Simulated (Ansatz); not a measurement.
# IrOs: the cost of one run

Program: Ansatz 0.2.0. Level of theory: DFT r2SCAN, scalar-relativistic, plane waves, PAW. These are calculated values, not measurements.

2 further runs of the same task are left out: 2 set aside as unsound or not needed.

### Step 1. Starting point

Symmetry: P-6m2, No. 187, hexagonal system. The conventional cell has a = 2.735 Å, b = 2.735 Å, c = 4.356 Å, α = 90.00°, β = 90.00°, γ = 120.00°. Around Os (site symmetry -6m2) lie 6 Ir at 2.69 Å and 6 Os at 2.73 Å. Around Ir (site symmetry -6m2) lie 6 Os at 2.69 Å and 6 Ir at 2.73 Å.

Coordinates:

```cif
data_structure
_symmetry_space_group_name_H-M 'P 1'
_symmetry_Int_Tables_number 1
_cell_length_a 2.7347
_cell_length_b 2.7347
_cell_length_c 4.3557
_cell_angle_alpha 90.000
_cell_angle_beta 90.000
_cell_angle_gamma 120.000
_cell_volume 28.21
loop_
_atom_site_label
_atom_site_type_symbol
_atom_site_fract_x
_atom_site_fract_y
_atom_site_fract_z
_atom_site_occupancy
Os1 Os 0.33333 0.66667 0.00000 1
Ir1 Ir 0.66667 0.33333 0.50000 1
```

It goes back to an entry of the Materials Project, which need not be the stable form.

This cell was relaxed beforehand with the same method: volume 14.11 Å³/atom, gap on the mesh none (metal).

The unstrained cell comes from an earlier run at this level (2 atoms, E(σ→0) -23346.2881 eV, gap none (metal)).

### Step 2. Strain -1.0 %

File input.yaml:

```yaml
crystal:
  lattice:
    - [2.7073575322, 0.0, 0.0]
    - [-1.3536787661, 2.3446404, 0.0]
    - [0.0, 0.0, 4.3121465411]
  atoms:
    - { symbol: Os, position: [0.3333333333, 0.6666666667, 0.0] }
    - { symbol: Ir, position: [0.6666666667, 0.3333333333, 0.5] }
basis:
  ecutwfc: 500
kpoints:
  mp_grid: { grid: [18, 18, 10] }
hamiltonian:
  xc: r2scan
scf:
  occupations: { method: gaussian, width: 0.1 }
output:
  forces: true
  stress: true
  eigenvalues: true
```

Run with:

```console
> ansatz run input.yaml --threads 1 --pin off --max-ram 1331MiB --backend cpu --events-out ev --progress --plain --runs-dir out
```

What time and memory should one allow on 1 thread of an Arm CPU, shared host?

About 30 s, with a peak of 0.49 GiB.
